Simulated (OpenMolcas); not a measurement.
# Pd⁴⁺ among point charges: CASSCF and CASPT2 levels and susceptibility

How does a field of 8 point charges split the states of Pd⁴⁺, and what χT follows?

Method: state-averaged CASSCF and CASPT2, spin-orbit coupling by RASSI with atomic mean-field integrals. Code: OpenMolcas 26.06.

**1. The atom as given**

| Property | Result |
| --- | --- |
| Species | Pd⁴⁺ (palladium, Z = 46, 42 electrons) |
| Basis | ANO-RCC-VDZP [6s5p3d1f], 43 functions |
| Scalar Hamiltonian | DKH2, point nucleus |
| Inactive shells | 1s 2s 2p 3s 3p 3d 4s 4p |
| Active space | 6 electrons in 5 orbitals (4d) |
| Some configurations of this space | 4d6 |
| Orbitals | optimised for each spin and parity, averaged over all roots |

The outer shells:

4d6
```
4d [↑↓][↑ ][↑ ][↑ ][↑ ]
```

The ion sits among 8 point charges of -1.2 e arranged as a cube (Oh), 2.18 Å from the ion.

Each step is its own input file, run in one work folder so that later steps find the files of earlier ones. Labels, J, g values, rates, χT and fits are worked out afterwards by a script from the matrices that RASSI stores. The input lists half of the charges; inversion (Group=XYZ) makes the rest.

**2. Basis and integrals**

Contents of a.inp:

```
&GATEWAY
Coord
1

Pd 0.0 0.0 0.0
Basis=ANO-RCC-VDZP
Group=XYZ
NoMove
AngMom=0.0 0.0 0.0
AMFI
XField
4 Angstrom 0
1.258624 1.258624 1.258624 -1.200000
1.258624 1.258624 -1.258624 -1.200000
1.258624 -1.258624 1.258624 -1.200000
1.258624 -1.258624 -1.258624 -1.200000
&SEWARD
```

The run is started by

```sh
> OMP_NUM_THREADS=1 MOLCAS_MEM=1689 MOLCAS_PROJECT=a pymolcas a.inp > a.log
```

**3. Reference wave functions, quintets of even parity, 5 roots**

Contents of a.inp:

```
&RASSCF
FileOrb=start.orb
Symmetry=1
Spin=5
nActEl=6 0 0
Inactive=9 9
Ras2=5 0
CIRoot=5 5 1
SDav=5
CIMx=300
Iter=120 100
PrWF=0.3
OrbListing=Nothing
MaxOrb=0
>>> COPY $Project.JobIph JOB001
```

start.orb holds the contracted functions of the basis, ordered by shell, or the orbitals of the step before.

**4. Reference wave functions, triplets of even parity, 45 roots**

Contents of a.inp:

```
&RASSCF
FileOrb=start.orb
Symmetry=1
Spin=3
nActEl=6 0 0
Inactive=9 9
Ras2=5 0
CIRoot=45 45 1
SDav=45
CIMx=300
Iter=120 100
PrWF=0.3
OrbListing=Nothing
MaxOrb=0
>>> COPY $Project.JobIph JOB002
```

**5. Reference wave functions, singlets of even parity, 50 roots**

Contents of a.inp:

```
&RASSCF
FileOrb=start.orb
Symmetry=1
Spin=1
nActEl=6 0 0
Inactive=9 9
Ras2=5 0
CIRoot=50 50 1
SDav=50
CIMx=300
Iter=120 100
PrWF=0.3
OrbListing=Nothing
MaxOrb=0
>>> COPY $Project.JobIph JOB003
```

**6. State interaction with spin-orbit coupling**

Contents of a.inp:

```
&RASSI
NrOfJobIphs=3 5 45 50
1 2 3 4 5
1 2 3 4 5 6 7 8 9 10 11 12 13 14 15 16 17 18 19 20 21 22 23 24 25 26 27
28 29 30 31 32 33 34 35 36 37 38 39 40 41 42 43 44 45
1 2 3 4 5 6 7 8 9 10 11 12 13 14 15 16 17 18 19 20 21 22 23 24 25 26 27
28 29 30 31 32 33 34 35 36 37 38 39 40 41 42 43 44 45 46 47 48 49 50
IphNames
JOB001
JOB002
JOB003
EJob
SpinOrbit
DIPRint=1.0
SOCoupling=1000.0
Subsets=2
Property=9
'ANGMOM' 1 'ANGMOM' 2 'ANGMOM' 3 'MLTPL  1' 1 'MLTPL  1' 2 'MLTPL  1' 3
'AMFI' 1 'AMFI' 2 'AMFI' 3
SOProperty=3
'ANGMOM' 1 'ANGMOM' 2 'ANGMOM' 3
```

**7. CASPT2: IPEA 0.25, imaginary shift 0.1 (closed shells correlated: 4s 4p)**

Contents of a.inp:

```
>>> COPY JOB001 $Project.JobIph
&CASPT2
Multistate=5 1 2 3 4 5
NoMult
Frozen=8 6
IPEA=0.25
Imaginary=0.1
MaxIter=60
WThr=0.0 0.3 0.05
PrWF=0.5
NoMix
>>> COPY JOB002 $Project.JobIph
&CASPT2
Multistate=45 1 2 3 4 5 6 7 8 9 10 11 12 13 14 15 16 17 18 19 20 21 22
23 24 25 26 27 28 29 30 31 32 33 34 35 36 37 38 39 40 41 42 43 44 45
NoMult
Frozen=8 6
IPEA=0.25
Imaginary=0.1
MaxIter=60
WThr=0.0 0.3 0.05
PrWF=0.5
NoMix
>>> COPY JOB003 $Project.JobIph
&CASPT2
Multistate=50 1 2 3 4 5 6 7 8 9 10 11 12 13 14 15 16 17 18 19 20 21 22
23 24 25 26 27 28 29 30 31 32 33 34 35 36 37 38 39 40 41 42 43 44 45 46
47 48 49 50
NoMult
Frozen=8 6
IPEA=0.25
Imaginary=0.1
MaxIter=60
WThr=0.0 0.3 0.05
PrWF=0.5
NoMix
```

(Steps that only read results are left out.)

**Question.** What will these runs give? Wanted: spin-free ground state; first state of the same spin within the active space; lowest level; next level.

**Answer**, as computed:

| quantity | value |
| --- | --- |
| method | SS-CASPT2, IPEA 0.25, imaginary shift 0.1 (closed shells correlated: 4s 4p) |
| spin-free ground state | 5E, 2-fold in its orbital part |
| first state of the same spin within the active space | 5T2 at 2450 cm⁻¹ |
| lowest level | 1-fold A1 |
| next level | 134.1 cm⁻¹ |
| χT at 300 K | 4.84 cm³ K/mol |
| effective moment at 300 K | 6.22 μB |

Cost by method:

| method | time of its own steps | time with the reference |
| --- | --- | --- |
| A. CASSCF | 24 s | 24 s |
| B. SS-CASPT2, IPEA 0.25, imaginary shift 0.1, +4s 4p | 6.4 s | 30 s |

Times are of one thread on a shared host.

The spin-free ground state (5E) comes to 100 % from free-ion D terms and keeps the highest spin of the shell. χT at 300 K is 4.84, against 3.01 cm³ K/mol for the spin alone, so orbital moment adds to it. An active space of the d shell alone favours high spin; real ions in strong fields can be low spin. CASPT2 does not keep the components of a term degenerate, and the means are used. An orbital doublet at a regular site is open to a Jahn-Teller distortion, which this geometry leaves out. The field of point charges can differ much from that of real complexes. With metal d orbitals alone active, the gaps between spin states are rough; where two lie within a few thousand cm-1, their order is open. Point charges carry no covalency, so the field is a model and not that of real ligands.
